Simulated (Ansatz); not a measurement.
**CsPbCl3: the cell at several levels of theory**

The task here is to estimate one member of a computed series from the others.

The runs shown are made with Ansatz 0.2.0. PAW datasets, plane waves, zero pressure. Calculated at 0 K for a non-magnetic cell.

### The structure to begin with

Space group Pm-3m (No. 221), cubic; a = 5.605 Å in the conventional setting, 35.22 Å³ an atom. Cs has 12 Cl at 3.96 Å; Pb has 6 Cl at 2.80 Å; Cl has 2 Pb at 2.80 Å and 4 Cs at 3.96 Å.

As a file:

```xyz
5
Lattice="5.6050 0.0000 0.0000 0.0000 5.6050 0.0000 0.0000 0.0000 5.6050" Properties=species:S:1:pos:R:3 pbc="T T T"
Cs    0.0000    0.0000    0.0000
Pb    2.8025    2.8025    2.8025
Cl    2.8025    2.8025    0.0000
Cl    0.0000    2.8025    2.8025
Cl    2.8025    0.0000    2.8025
```

The first run:

The input, input.yaml:

```yaml
crystal:
  lattice:
    - [5.605, 0.0, 0.0]
    - [0.0, 5.605, 0.0]
    - [0.0, 0.0, 5.605]
  atoms:
    - { symbol: Cs, position: [0.0, 0.0, 0.0] }
    - { symbol: Pb, position: [0.5, 0.5, 0.5] }
    - { symbol: Cl, position: [0.5, 0.5, 0.0] }
    - { symbol: Cl, position: [0.0, 0.5, 0.5] }
    - { symbol: Cl, position: [0.5, 0.0, 0.5] }
kpoints:
  mp_grid: { grid: [4, 4, 4] }
hamiltonian:
  xc: pbe
scf:
  occupations: { method: fermi_dirac, width: 0.02 }
relax:
  f_tol: 0.005
  cell: {}
```

Command:

```
$ ansatz run input.yaml --threads 2 --pin off --max-ram 29491MiB --backend cpu --events-out ev --progress --plain --runs-dir out
```

Steps of the session up to this table: PBE: cell and atoms; Relaxing with r2SCAN; PBEsol: cell and atoms; Relaxation with LDA.

One table of the session follows, with a row left open; its other results are not shown here.

```
 level  a (Å)  volume (Å³/atom)
   PBE      ?                 ?
r2SCAN  5.677            36.587
PBEsol  5.626            35.607
   LDA  5.529            33.799
```

Estimate the missing values for PBE.

The run gave: a (Å): 5.740; volume (Å³/atom): 37.829. In the column «a (Å)» it is the highest.

What this shows: The first relaxation changed the volume by +7.4 % from the start. LDA gives the smallest cell and PBE the largest; they differ by 11.9 % in volume, a mean of 3.8 % in length.
